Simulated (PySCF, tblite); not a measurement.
**C₉H₉FO: geometry, infrared bands and NMR shifts**

What infrared bands and NMR shifts should C₉H₉FO (`CC(=O)c1cccc(CF)c1`) show?

Programs: tblite 0.8.0 and PySCF 2.14.0, with density-fitted response routines of our own. Each step states its level of theory. These are calculated values for one molecule in the gas phase, unless marked as measured. Atoms are numbered from 0 throughout.

### 1 The starting structure

20 atoms, charge 0, multiplicity 1; geometry from: force field or distance geometry start.

Bonds of the start (Å): C0–C1 1.52, C1–O2 1.22, C1–C3 1.49, C3–C4 1.41, C4–C5 1.40, C5–C6 1.39, C6–C7 1.40, C7–C8 1.50, C8–F9 1.37, C7–C10 1.39, C10–C3 1.40, C0–H11 1.09, C0–H12 1.10, C0–H13 1.09, C4–H14 1.08, C5–H15 1.09, C6–H16 1.09, C8–H17 1.10, C8–H18 1.10, C10–H19 1.09.

### 2 Relaxing the molecule with GFN2-xTB

The job: settings as JSON, then the geometry in Å.

```
{"job": {"kind": "relax", "xc": "GFN2-xTB", "basis": "xTB"}, "charge": 0, "multiplicity": 1}
C      3.288000     0.057900    -0.513300
C      2.005300     0.860900    -0.364500
O      2.027100     2.080900    -0.412500
C      0.724400     0.139900    -0.129100
C      0.656400    -1.264600    -0.034600
C     -0.574800    -1.892600     0.176000
C     -1.732000    -1.131000     0.317900
C     -1.678400     0.267100     0.250400
C     -2.925900     1.088300     0.399700
F     -4.058400     0.346000     0.613100
C     -0.451400     0.886200     0.022600
H      3.204600    -0.601100    -1.380100
H      3.478500    -0.509800     0.406400
H      4.120100     0.746800    -0.678100
H      1.538100    -1.876000    -0.146500
H     -0.625200    -2.975500     0.252000
H     -2.681400    -1.635800     0.496600
H     -3.100300     1.676100    -0.507600
H     -2.827100     1.770600     1.258900
H     -0.392600     1.976500    -0.030400
```

Started as:

```bash
> OMP_NUM_THREADS=1 python probes_run.py task.json out
```

One launch serves the whole session: the jobs run in the order shown.

**Question.** This job is followed by: GFN2-xTB harmonic vibrations, gas phase; GIAO PBE0/pcSseg-1 NMR shielding, non-relativistic, gas phase. What will the session give for the following? strongest single infrared mode (GFN2-xTB); zero-point energy (GFN2-xTB); 13C shifts against TMS (PBE0/pcSseg-1); 1H shifts against TMS (PBE0/pcSseg-1, means over atoms taken as alike); 17O shifts against H2O (PBE0/pcSseg-1); 19F shifts against CFCl3 (PBE0/pcSseg-1); surface potential, 1st and 99th percentile.

**Answer**, as computed:

| quantity | value |
| --- | --- |
| strongest single infrared mode (GFN2-xTB) | 1728 cm⁻¹, 295 km/mol |
| zero-point energy (GFN2-xTB) | 96.2 kcal/mol |
| 13C shifts against TMS (PBE0/pcSseg-1) | 200.2, 145.5, 139.9, 134.2, 133.7, 132.8, 129.2, 86.7, 28.7 ppm |
| 1H shifts against TMS (PBE0/pcSseg-1, means over atoms taken as alike) | 8.35, 8.06, 7.97, 7.83, 6.03, 2.67 ppm |
| 17O shifts against H2O (PBE0/pcSseg-1) | 645.5 ppm |
| 19F shifts against CFCl3 (PBE0/pcSseg-1) | -266.3 ppm |
| surface potential, 1st and 99th percentile | -1.60 V and 1.13 V |

Over 22 steps the energy fell by 0.056 eV; of the close pairs, C4–C5 changed most, 1.398 to 1.382 Å. No mode is imaginary among the 54: a minimum at this level. The strongest single mode, at 1728 cm⁻¹, moves mainly C1 and O2. GFN2-xTB is a fitted tight-binding method: band positions and strengths are rough. Its intensities can rank the bands wrongly. C1 (ketone carbonyl carbon) lies farthest downfield among carbon, at 200.2 ppm; low-lying n→π* states of the double bond to the heteroatom give a large paramagnetic term (-257 ppm). At PBE0/pcSseg-1: The largest span, 1250 ppm, is at O2, where the paramagnetic term is -712 ppm. NICS(1)zz of -27 ppm above the planar ring from C3 marks a diatropic (aromatic) ring current. At PBE0/pcSseg-1, counted by nearest atom on the grid, the HOMO lies on O2 65 %; C0, C3 about 9 % each, the LUMO on C1 21 %; O2 18 %.
